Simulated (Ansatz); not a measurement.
# Sn3Te in Ansatz: the effect of functional

Sn3Te:

```
CELL_PARAMETERS angstrom
4.83297 0.00000 0.00000
0.00000 4.83297 0.00000
0.00000 0.00000 4.83297
ATOMIC_POSITIONS crystal
Te 0.00000 0.00000 0.00000
Sn 0.00000 0.50000 0.50000
Sn 0.50000 0.00000 0.50000
Sn 0.50000 0.50000 0.00000
```

The cell comes from a database or a generator and needn't be the stable form of this composition.

The cell isn't the ideal one: volume scaled by 0.98.

Alike in all runs:

| Quantity | Value |
| --- | --- |
| Program | Ansatz 0.2.0 |
| Task | single point |
| Potentials or basis | Ansatz PAW |
| k mesh | 6 × 6 × 6 |
| Occupations | fermi-dirac, width 0.05 eV |
| Spin | no spin polarisation |

```csv
functional,cutoff,pressure (GPa)
LDA,420 eV (not typed: the program's choice for these potentials),-2.7
r2SCAN,500 eV (not typed: the program's choice for these potentials),0.6
PBE,420 eV (not typed: the program's choice for these potentials),?
```

Task: What does the run with functional PBE give?

Result: Pressure 1.3 GPa.

Caveats: the PAW data sets come from PBE, with cores solved anew for the run's functional, which leaves a small shift of forces and pressure (some runs).
